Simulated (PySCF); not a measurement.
# A diatomic session: KS

The task here is to estimate one member of a computed series from the others.

Computed with PySCF 2.14.0. Level: K x2c-TZVPPall, S x2c-TZVPPall, spin-free X2C with a Gaussian nucleus.

Set-up of the first run:

A driver script around PySCF takes these settings:

* atoms: K, S
* charge: 0
* basis: K x2c-TZVPPall, S x2c-TZVPPall
* Hamiltonian: spin-free X2C with a Gaussian nucleus
* basis functions: 75
* electrons treated: 35
* masses in u: 38.9637, 31.9721
* levels: PBE0, PBE, r²SCAN, TPSS, TPSSh, M06-2X, LDA, ωB97X-V, HF, MP2, SCS-MP2, CCSD, CCSD(T)
* grid: 80 radial by 434 angular points
* occupations: held fixed by the projection of orbital angular momentum
* dissociation limit: K + S, each in its ground configuration
* starting distance in angstrom: 2.930
* values of 2S to try: 1, 3

Started as:

```
> OMP_NUM_THREADS=1 python dia.py task.json out
```

Among the steps run: The job; First curve: PBE0; Higher solutions at PBE0; PBE (GGA); r²SCAN (meta-GGA); TPSS; TPSSh (hybrid meta-GGA); M06-2X (hybrid meta-GGA); LDA; ωB97X-V (range-separated hybrid); UHF (mean field); Correlated methods on the Hartree–Fock reference.

One of the session's tables, all rows but one given; the rest of the session is left out.

It belongs to the step «The curves together». Energy (eV) from each level's lowest point:

| R (Å) | UHF | UHF-MP2 | UHF-SCS-MP2 | UHF-CCSD | UHF-CCSD(T) |
| --- | --- | --- | --- | --- | --- |
| 2.436 | 0.717 | 0.583 | 0.607 | n/a | n/a |
| 2.549 | 0.354 | 0.266 | 0.282 | 0.280 | 0.276 |
| 2.662 | 0.140 | 0.089 | 0.097 | 0.097 | 0.094 |
| 2.747 | 0.051 | 0.023 | 0.027 | 0.027 | 0.026 |
| 2.832 | 0.008 | 0.000 | 0.000 | 0.000 | 0.000 |
| 2.917 | 0.000 | 0.010 | 0.006 | 0.006 | 0.007 |
| 3.030 | 0.030 | 0.059 | 0.052 | 0.053 | 0.054 |
| 3.172 | ? | ? | ? | ? | ? |
| 3.342 | 0.253 | 0.320 | 0.304 | 0.306 | 0.309 |
| 3.568 | 0.473 | 0.556 | 0.536 | n/a | n/a |

Q: Estimate the row for R (Å) = 3.172 from the others.

Worked estimate for «UHF». A straight line through the neighbours (3.030, 0.030) and (3.342, 0.253) gives 0.030 + (0.253 − 0.030) × (3.172 − 3.030) / (3.342 − 3.030) = 0.131; a parabola fitted to 4 rows on both sides gives 0.118.

The run gave: UHF: 0.113; UHF-MP2: 0.162; UHF-SCS-MP2: 0.150; UHF-CCSD: 0.152; UHF-CCSD(T): 0.154. In «UHF» the line misses by +0.018 and the parabola by +0.005.
